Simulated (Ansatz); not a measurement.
# RuF (sextet): the correlation ladder, def2-TZVPP

The task here is to estimate one member of a computed series from the others.

Program: Ansatz 0.2.0, Gaussian basis. Level of theory: def2-TZVPP, core rule «outside noble gas», up to 5 orbitals frozen. These are calculated values, not measurements.

Plan: UHF; ROHF; CCSD(T) on UHF.

### What is computed

The geometry is a PBE0/def2-TZVP stationary point (not a proven minimum) of the parent state, kept for this charge and spin. No spin-orbit coupling is included. Elements past krypton take def2 core potentials.

2 atoms, charge 0, spin multiplicity 6.

Atoms are counted from 1 here; the program's logs count them from 0.

Bond lengths: Ru1–F2 1.896 Å.

Set-up of the first run:

The input, in.yaml:

```yaml
crystal:
  periodic: [false, false, false]
  atoms:
    - {symbol: Ru, position_ang: [0.000000, 0.000000, 0.000000]}
    - {symbol: F, position_ang: [0.000000, 0.000000, 1.895800]}
basis:
  gaussian: {orbitals: def2-TZVPP}
magnetization: {spin_polarized: true, initial_magnetization: 5}
hamiltonian: {xc: hf}
output: {orbitals: {seedname: orbitals}}
```

The run is started by

```bash
$ ansatz run in.yaml --threads 1 --pin off --events-out ev --progress --plain --max-ram 4096MiB --backend cpu
```

Among the steps run: UHF; ROHF; CCSD(T) on UHF.

One of the session's tables, all rows but one given; the rest of the session is left out.

| method | from UCCSD(T) (kcal/mol) |
| --- | --- |
| ROHF | +280.47 |
| UHF | +277.13 |
| UMP2 | +11.19 |
| UCCSD | ? |
| UCCSD(T) | 0 |

Q: Estimate the row for UCCSD from the others.

**Answer.** from UCCSD(T) (kcal/mol): +9.06. In the column «from UCCSD(T) (kcal/mol)» it lies between UCCSD(T) (0) and UMP2 (+11.19).
